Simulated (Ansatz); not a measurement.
# C7H12BN: basis-set convergence

The task here is to estimate one member of a computed series from the others.

The runs use Ansatz 0.2.0, Gaussian basis; one geometry, several basis sets.

The runs, in order: PBE0-D4/def2-SVP; ωB97M-V/def2-SVP; PBE0-D4/def2-QZVPP; ωB97M-V/def2-QZVPP; the functionals' def2-TZVPP values are taken from earlier runs.

### The geometry

An earlier PBE0-D4 in a triple-zeta def2 set relaxation fixed the geometry.

SMILES `C[BH-](C)[n+]1ccccc1`, 21 atoms, charge 0, spin multiplicity 1.

Atoms are counted from 1 here; the program's logs count them from 0.

Bond lengths: C1–B2 1.616 Å, C1–H10 1.096 Å, C1–H11 1.099 Å, C1–H12 1.095 Å, B2–C3 1.616 Å, B2–N4 1.631 Å, B2–H13 1.222 Å, C3–H14 1.099 Å, C3–H15 1.095 Å, C3–H16 1.096 Å, N4–C5 1.335 Å, N4–C9 1.333 Å, C5–C6 1.379 Å, C5–H17 1.082 Å, C6–C7 1.386 Å, C6–H18 1.082 Å, C7–C8 1.384 Å, C7–H19 1.084 Å and more. Angles: B2–C1–H10 113.4°, B2–C1–H11 113.6°, B2–C1–H12 109.2°, H10–C1–H11 107.3°, H10–C1–H12 106.7°, H11–C1–H12 106.1°, C1–B2–C3 114.2°, C1–B2–N4 107.3°, C1–B2–H13 112.2°, C3–B2–N4 107.3°, C3–B2–H13 112.2°, N4–B2–H13 102.8°, B2–C3–H14 113.6°, B2–C3–H15 109.2°, B2–C3–H16 113.4°, H14–C3–H15 106.1°, H14–C3–H16 107.3°, H15–C3–H16 106.7° and more.

Set-up of the first run:

in.yaml

```yaml
crystal:
  periodic: [false, false, false]
  atoms:
    - {symbol: C, position_ang: [1.010789, -1.655874, -1.396781]}
    - {symbol: B, position_ang: [0.885944, -1.160427, 0.135860]}
    - {symbol: C, position_ang: [0.011617, -2.138099, 1.079139]}
    - {symbol: N, position_ang: [0.138108, 0.289440, 0.116579]}
    - {symbol: C, position_ang: [-1.103322, 0.390171, -0.364772]}
    - {symbol: C, position_ang: [-1.779957, 1.590745, -0.403803]}
    - {symbol: C, position_ang: [-1.151065, 2.730765, 0.072257]}
    - {symbol: C, position_ang: [0.135397, 2.621028, 0.570006]}
    - {symbol: C, position_ang: [0.747534, 1.382088, 0.575501]}
    - {symbol: H, position_ang: [1.542269, -0.947298, -2.042273]}
    - {symbol: H, position_ang: [0.042595, -1.867012, -1.871210]}
    - {symbol: H, position_ang: [1.574451, -2.593848, -1.427827]}
    - {symbol: H, position_ang: [1.974141, -0.898081, 0.626100]}
    - {symbol: H, position_ang: [-0.985048, -2.363377, 0.675447]}
    - {symbol: H, position_ang: [0.524551, -3.100504, 1.174742]}
    - {symbol: H, position_ang: [-0.128033, -1.753071, 2.095738]}
    - {symbol: H, position_ang: [-1.541209, -0.532601, -0.721423]}
    - {symbol: H, position_ang: [-2.785311, 1.625111, -0.802812]}
    - {symbol: H, position_ang: [-1.657371, 3.688578, 0.054645]}
    - {symbol: H, position_ang: [0.668917, 3.481126, 0.952998]}
    - {symbol: H, position_ang: [1.750403, 1.221943, 0.948991]}
basis:
  gaussian: {orbitals: def2-SVP}
hamiltonian: {xc: pbe0, dispersion: d4}
output: {orbitals: {seedname: orbitals}}
```

Among the steps run: PBE0-D4 in def2-SVP; ωB97M-V in def2-SVP; PBE0-D4 in def2-QZVPP; ωB97M-V in def2-QZVPP.

One table of the session follows, with a row left open; its other results are not shown here.

It belongs to the step «Density functionals: the series». 

```
functional       basis  HOMO (eV)  LUMO (eV)
   PBE0-D4    def2-SVP          ?          ?
   PBE0-D4  def2-TZVPP      -7.16      -1.90
   PBE0-D4  def2-QZVPP      -7.18      -1.92
   ωB97M-V    def2-SVP      -9.29       0.24
   ωB97M-V  def2-TZVPP      -9.43       0.13
   ωB97M-V  def2-QZVPP      -9.44       0.08
```

Q: Estimate the row for PBE0-D4, def2-SVP from the others.

The run gave: HOMO (eV): -7.03; LUMO (eV): -1.84. In the column «HOMO (eV)» it is the highest.
